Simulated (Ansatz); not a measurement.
# InGaO: the cost of one run

Program: Ansatz 0.2.0. Level of theory: DFT PBE, scalar-relativistic, plane waves, PAW. These are calculated values, not measurements.

### Step 1. The starting structure

It takes space group P-6m2 (No. 187, hexagonal). Conventional cell: a = 3.925 Å, b = 3.925 Å, c = 4.684 Å, α = 90.00°, β = 90.00°, γ = 120.00°. In (site symmetry -6m2) is surrounded by 6 Ga at 3.26 Å and 6 O at 3.26 Å. Ga (site symmetry -6m2) has 3 O at 2.27 Å in its first shell of neighbours. O (site symmetry -6m2) is surrounded by 3 Ga at 2.27 Å and 6 In at 3.26 Å.

Coordinates:

```cif
data_structure
_symmetry_space_group_name_H-M 'P-6m2'
_symmetry_Int_Tables_number 187
_cell_length_a 3.9245
_cell_length_b 3.9245
_cell_length_c 4.6838
_cell_angle_alpha 90.000
_cell_angle_beta 90.000
_cell_angle_gamma 120.000
_cell_volume 62.47
loop_
_atom_site_label
_atom_site_type_symbol
_atom_site_symmetry_multiplicity
_atom_site_Wyckoff_symbol
_atom_site_fract_x
_atom_site_fract_y
_atom_site_fract_z
_atom_site_occupancy
In1 In 1 a 0.00000 0.00000 0.00000 1
Ga1 Ga 1 f 0.66667 0.33333 0.50000 1
O1 O 1 d 0.33333 0.66667 0.50000 1
```

Recipe of the guess: species swapped into a database cell of SrSiNi (P-6m2, No. 187), with In on the Sr sites, O on the Si sites and Ga on the Ni sites. Its size is a rough estimate.

### Step 2. Probe: one point on a coarse mesh

Input file input.yaml:

```yaml
crystal:
  lattice:
    - [3.92453357, 0.0, 0.0]
    - [-1.96226678, 3.39874577, 0.0]
    - [0.0, 0.0, 4.6838002]
  atoms:
    - { symbol: In, position: [0.0, 0.0, 0.0] }
    - { symbol: Ga, position: [0.66666667, 0.33333333, 0.5] }
    - { symbol: O, position: [0.33333333, 0.66666667, 0.5] }
basis:
  ecutwfc: 420
kpoints:
  mp_grid: { grid: [6, 6, 4] }
hamiltonian:
  xc: pbe
scf:
  occupations: { method: gaussian, width: 0.1 }
  lower_state_search: "off"
output:
  forces: true
  stress: true
  eigenvalues: true
```

On the command line:

```bash
> ansatz run input.yaml --threads 1 --pin off --max-ram 2560MiB --backend cpu --events-out ev --progress --plain --runs-dir out
```

Q: Estimate wall time and peak memory on 1 thread of Intel Xeon at 2.70GHz, shared host.

About 3.9 s, with a peak of 0.36 GiB.
